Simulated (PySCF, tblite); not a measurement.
# C₆H₁₂O₂Si: geometry, infrared bands and NMR shifts

Wanted: the infrared bands and NMR shifts of C₆H₁₂O₂Si (`C[C@]1(C(=O)O)C[C@@H]([SiH3])C1`), by calculation.

Programs: tblite 0.8.0 and PySCF 2.14.0, with density-fitted response routines of our own. Each step states its level of theory. These are calculated values for one molecule in the gas phase, unless marked as measured. Atoms are numbered from 0 throughout.

### Step 1. The starting structure

21 atoms, charge 0, multiplicity 1; geometry from: force field or distance geometry start.

Bonds of the start (Å): C0–C1 1.55, C1–C2 1.57, C2–O3 1.23, C2–O4 1.36, C1–C5 1.57, C5–C6 1.54, C6–Si7 1.91, C6–C8 1.54, C8–C1 1.56, C0–H9 1.09, C0–H10 1.09, C0–H11 1.10, O4–H12 0.98, C5–H13 1.10, C5–H14 1.10, C6–H15 1.11, Si7–H16 1.48, Si7–H17 1.48, Si7–H18 1.49, C8–H19 1.10, C8–H20 1.08.

### Step 2. Geometry optimisation with GFN2-xTB

What the job is given:

```
{"job": {"kind": "relax", "xc": "GFN2-xTB", "basis": "xTB"}, "charge": 0, "multiplicity": 1}
C      1.762900    -1.112000     0.686000
C      0.877800    -0.147600    -0.143300
C      1.757600     0.582200    -1.218600
O      2.155400     0.156700    -2.299800
O      2.069300     1.857400    -0.879500
C     -0.069500     0.738300     0.737000
C     -1.158200    -0.336000     0.582200
Si    -2.936500     0.305900     0.335000
C     -0.417300    -0.825000    -0.680800
H      2.543500    -0.559800     1.208300
H      2.224400    -1.855700     0.036000
H      1.173800    -1.652200     1.446700
H      2.598600     2.169900    -1.639200
H      0.273400     0.918100     1.764300
H     -0.303100     1.718600     0.287700
H     -1.143100    -1.078800     1.406900
H     -2.978100     1.307400    -0.760200
H     -3.444200     0.932600     1.574800
H     -3.846700    -0.818700    -0.018500
H     -0.765000    -0.382200    -1.620200
H     -0.383800    -1.902200    -0.805200
```

Started as:

```bash
OMP_NUM_THREADS=1 python probes_run.py task.json out
```

One launch serves the whole session: the jobs run in the order shown.

**Question.** This job is followed by: GFN2-xTB harmonic vibrations, gas phase; GIAO PBE0/pcSseg-1 NMR shielding, non-relativistic, gas phase. Predict these results of the whole session: strongest single infrared mode (GFN2-xTB); zero-point energy (GFN2-xTB); 13C shifts against TMS (PBE0/pcSseg-1, means over atoms taken as alike); 1H shifts against TMS (PBE0/pcSseg-1, means over atoms taken as alike); 17O shifts against H2O (PBE0/pcSseg-1); 29Si shifts against TMS (PBE0/pcSseg-1).

**Answer**, as computed:

```
                                                               quantity                                   value
                              strongest single infrared mode (GFN2-xTB)                   1783 cm⁻¹, 401 km/mol
                                           zero-point energy (GFN2-xTB)                          103.3 kcal/mol
13C shifts against TMS (PBE0/pcSseg-1, means over atoms taken as alike)        183.6, 40.9, 34.0, 28.0, 6.8 ppm
 1H shifts against TMS (PBE0/pcSseg-1, means over atoms taken as alike)  5.96, 3.87, 2.51, 2.19, 1.77, 1.48 ppm
                                 17O shifts against H2O (PBE0/pcSseg-1)                        440.4, 200.3 ppm
                                29Si shifts against TMS (PBE0/pcSseg-1)                               -65.0 ppm
```

**Reading.** The optimisation took 103 steps and gained 0.345 eV; among the close pairs (by a distance rule), C1–C2 changed most, from 1.569 to 1.510 Å. No mode is imaginary among the 57: a minimum at this level. The strongest single mode, at 1783 cm⁻¹, moves mainly C2 and O3. Unscaled tight-binding wavenumbers are off by several per cent, some by more. Its intensities can rank the bands wrongly. At PBE0/pcSseg-1: The largest span, 628 ppm, is at O3, where the paramagnetic term is -508 ppm.
